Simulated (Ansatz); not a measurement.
# BeSe (triplet): from Hartree-Fock to the top rungs, cc-pVDZ

The task here is to estimate one member of a computed series from the others.

The runs use Ansatz 0.2.0, Gaussian basis; cc-pVDZ, core rule «outside noble gas», up to 15 orbitals frozen.

To be run: UHF; CCSD(T) on ROHF; CCSD(T) on UHF; BCCD(T) on ROHF; CISD; CCSDT(Q) on ROHF; CCSDT(Q) on UHF.

19 further runs of the same task are left out: 6 for a known fault of the program, 5 that didn't finish, 8 set aside as unsound or not needed.

## What is computed

The geometry is a PBE0/def2-TZVP stationary point (not a proven minimum) of the parent state, kept for this charge and spin. No spin-orbit coupling is included. The filled d shell of Se may be among the frozen orbitals whatever the setting's name suggests; the logs give the count.

2 atoms, charge 0, spin multiplicity 3.

Atoms are counted from 1 here; the program's logs count them from 0.

Bond lengths: Se1–Be2 1.868 Å.

The first run:

Input file in.yaml:

```yaml
crystal:
  periodic: [false, false, false]
  atoms:
    - {symbol: Se, position_ang: [0.000000, 0.000000, 0.000000]}
    - {symbol: Be, position_ang: [0.000000, 0.000000, 1.867800]}
basis:
  gaussian: {orbitals: cc-pVDZ}
magnetization: {spin_polarized: true, initial_magnetization: 2}
hamiltonian: {xc: hf}
output: {orbitals: {seedname: orbitals}}
```

The run is started by

```console
> ansatz run in.yaml --threads 1 --pin off --events-out ev --progress --plain --max-ram 2393MiB
```

Among the steps run: UHF; CCSD(T) on ROHF; CCSD(T) on UHF; BCCD(T) on ROHF; CISD; CCSDT(Q) on ROHF; CCSDT(Q) on UHF.

One of the session's tables, all rows but one given; the rest of the session is left out.

| method | from UCCSDT(Q) (meV) |
| --- | --- |
| ROHF | +3593.1 |
| UHF | +3506.7 |
| RMP2 | +614.3 |
| UMP2 | +626.4 |
| CISD | +263.8 |
| RCCSD | +122.0 |
| UCCSD | +118.0 |
| RCCSD(T) | ? |
| UCCSD(T) | +25.1 |
| BCCD(T) | +27.7 |
| RCCSDT | +8.8 |
| UCCSDT | +6.5 |
| RCCSDT(Q) | +2.7 |
| UCCSDT(Q) | 0 |

Q: Estimate the row for RCCSD(T) from the others.

**Answer.** from UCCSDT(Q) (meV): +27.4. In the column «from UCCSDT(Q) (meV)» it lies between UCCSD(T) (+25.1) and BCCD(T) (+27.7).

Caveats from the session: Restricted and unrestricted rows rest on different reference determinants; where their highest levels disagree by more than a few hundredths of an eV, they describe different states and don't form one ladder.
